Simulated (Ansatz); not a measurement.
# C₃H₈Si₂: a ladder of functionals and wavefunction methods

An exercise on one series of results from a longer session: the logs are not shown, and one member is left open.

Program: Ansatz 0.2.0, Gaussian basis. Level of theory: functionals in def2-TZVPP, the program's frozen cores in correlated methods. These are calculated values, not measurements.

Plan: PBE-D4, r2SCAN-D4, PBE0-D4, B3LYP-D4, ωB97X-V, ωB97M-V, B2PLYP; CCSD(T)/def2-TZVPP; MP2/def2-QZVPP; extrapolation to the limit.

### Structure used throughout

All runs share one geometry, relaxed beforehand with PBE0-D4 in a triple-zeta def2 set.

SMILES `C#C[SiH2][SiH2]C`, 13 atoms, charge 0, spin multiplicity 1.

Atoms are counted from 1 here; the program's logs count them from 0.

Bond lengths: C1–C2 1.207 Å, C1–H6 1.066 Å, C2–Si3 1.827 Å, Si3–Si4 2.342 Å, Si3–H7 1.488 Å, Si3–H8 1.487 Å, Si4–C5 1.874 Å, Si4–H9 1.490 Å, Si4–H10 1.491 Å, C5–H11 1.092 Å, C5–H12 1.092 Å, C5–H13 1.092 Å. Angles: C2–C1–H6 179.4°, C1–C2–Si3 177.0°, C2–Si3–Si4 107.9°, C2–Si3–H7 108.2°, C2–Si3–H8 108.8°, Si4–Si3–H7 111.2°, Si4–Si3–H8 112.1°, H7–Si3–H8 108.4°, Si3–Si4–C5 110.5°, Si3–Si4–H9 108.3°, Si3–Si4–H10 108.9°, C5–Si4–H9 110.6°, C5–Si4–H10 110.8°, H9–Si4–H10 107.7°, Si4–C5–H11 110.3°, Si4–C5–H12 110.8°, Si4–C5–H13 110.8°, H11–C5–H12 108.2° and more.

The first run:

File in.yaml:

```yaml
crystal:
  periodic: [false, false, false]
  atoms:
    - {symbol: C, position_ang: [-1.308803, -0.213155, 2.697944]}
    - {symbol: C, position_ang: [-0.398935, -0.545786, 1.978293]}
    - {symbol: Si, position_ang: [0.931691, -1.011761, 0.815638]}
    - {symbol: Si, position_ang: [0.251828, -0.401484, -1.341082]}
    - {symbol: C, position_ang: [-0.214482, 1.413253, -1.394591]}
    - {symbol: H, position_ang: [-2.108210, 0.075283, 3.341384]}
    - {symbol: H, position_ang: [2.171198, -0.291523, 1.214307]}
    - {symbol: H, position_ang: [1.179276, -2.473170, 0.931134]}
    - {symbol: H, position_ang: [-0.909706, -1.252473, -1.723078]}
    - {symbol: H, position_ang: [1.359925, -0.691292, -2.295571]}
    - {symbol: H, position_ang: [-1.009057, 1.621251, -0.674899]}
    - {symbol: H, position_ang: [0.643144, 2.041788, -1.145583]}
    - {symbol: H, position_ang: [-0.567566, 1.694370, -2.389096]}
basis:
  gaussian: {orbitals: def2-TZVPP}
hamiltonian: {xc: pbe, dispersion: d4}
output: {forces: true, orbitals: {seedname: orbitals}}
```

Launch:

```sh
$ ansatz run in.yaml --threads 4 --pin off --events-out ev --progress --plain --max-ram 10444MiB
```

Among the steps run: PBE-D4 (GGA); r2SCAN-D4 (meta-GGA); PBE0-D4 (hybrid); B3LYP-D4 (hybrid); ωB97X-V (range-separated); ωB97M-V (range-separated); B2PLYP (double hybrid); CCSD(T) in def2-TZVPP; MP2 in def2-QZVPP.

One table of the session follows, with a row left open; its other results are not shown here.

```
            method  atomisation energy (kJ/mol)
            PBE-D4                       4808.3
         r2SCAN-D4                       4767.7
           PBE0-D4                       4757.5
          B3LYP-D4                       4762.3
           ωB97X-V                       4774.4
           ωB97M-V                       4766.1
            B2PLYP                       4712.6
     HF/def2-TZVPP                       3591.5
    MP2/def2-TZVPP                       4687.0
   CCSD/def2-TZVPP                       4583.9
CCSD(T)/def2-TZVPP                       4647.0
           MP2/CBS                            ?
       CCSD(T)/CBS                       4762.1
```

Q: Estimate the row for MP2/CBS from the others.

As computed: atomisation energy (kJ/mol): 4802.0. In the column «atomisation energy (kJ/mol)» it lies between ωB97X-V (4774.4) and PBE-D4 (4808.3).
